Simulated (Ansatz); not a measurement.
Cr, space group Im-3m, a convergence test of the plane-wave cutoff

Computed with Ansatz 0.2.0 through its Python package.

Notebook, run cell by cell (the value of a cell's last expression is shown):

**Cell 1**
```python
import warnings

import ansatz as az
import pandas as pd
```

**Cell 2**
```python
warnings.simplefilter("ignore", az.DeckWarning)
```

**Cell 3**
```python
lattice = az.Lattice.of(
    (2.9689, 0.0, 0.0),
    (0.0, 2.9689, 0.0),
    (0.0, 0.0, 2.9689),
)
sites = [
    ("Cr", (0.0, 0.0, 0.0), 3),
    ("Cr", (0.5, 0.5, 0.5), -3),
]
system = az.Crystal(lattice=lattice)
for symbol, position, moment in sites:
    system = system.atom(symbol, position, moment=moment or None)
```

**Cell 4**
```python
model = (
    system.calculation()
    .kpoints(spacing=0.2)
    .occupations("fermi_dirac", width=0.05)
    .functional("lda")
    .spin(az.SpinTreatment.COLLINEAR)
    .stress()
)

rows = []
for value in [250, 300, 350, 400]:
    report = model.basis(value).run(threads=1).report
    rows.append((value, report["free_energy_ev"] / len(report["lattice"]["sites"]), report["n_iterations"], sum(report["stress_gpa"][i][i] for i in range(3)) / 3, report["magnetization_mub"], report["n_pw"]))
```

**Cell 5**
```python
table = pd.DataFrame(rows, columns=["cutoff (eV)", "F/atom (eV)", "iterations", "P (GPa)", "moment (muB)", "plane waves"])
table.round(5)
```
Output:
```text
   cutoff (eV)  F/atom (eV)  iterations   P (GPa)  moment (muB)  plane waves
0          250  -3321.04376          11 -26.73350           0.0          251
1          300  -3322.50580          11 -34.41979           0.0          305
2          350  -3322.74732          11 -32.78683           0.0          389
3          400  -3322.77878          10 -32.47510           0.0          461
```

**Cell 6**
```python
# the last row is the reference
for row in rows[:-1]:
    shift = 1000 * (row[1] - rows[-1][1])
    print(f"{row[0]}: {shift:+.2f} meV/atom" + ("  (within 1 meV)" if abs(shift) < 1 else ""))
```
Output:
```text
250: +1735.02 meV/atom
300: +272.97 meV/atom
350: +31.46 meV/atom
```

Reading the output:
- The magnetic order follows from the starting moments and needn't be the lowest.
- Pressure is positive in compression.
- Shifts are counted from the last row, which is itself no proven limit.
- The script silences the warnings on its input, which a real study should read.
- The whole script took 16 s on 1 thread of Arm Neoverse V1 (shared host), peak memory 0.45 GiB.
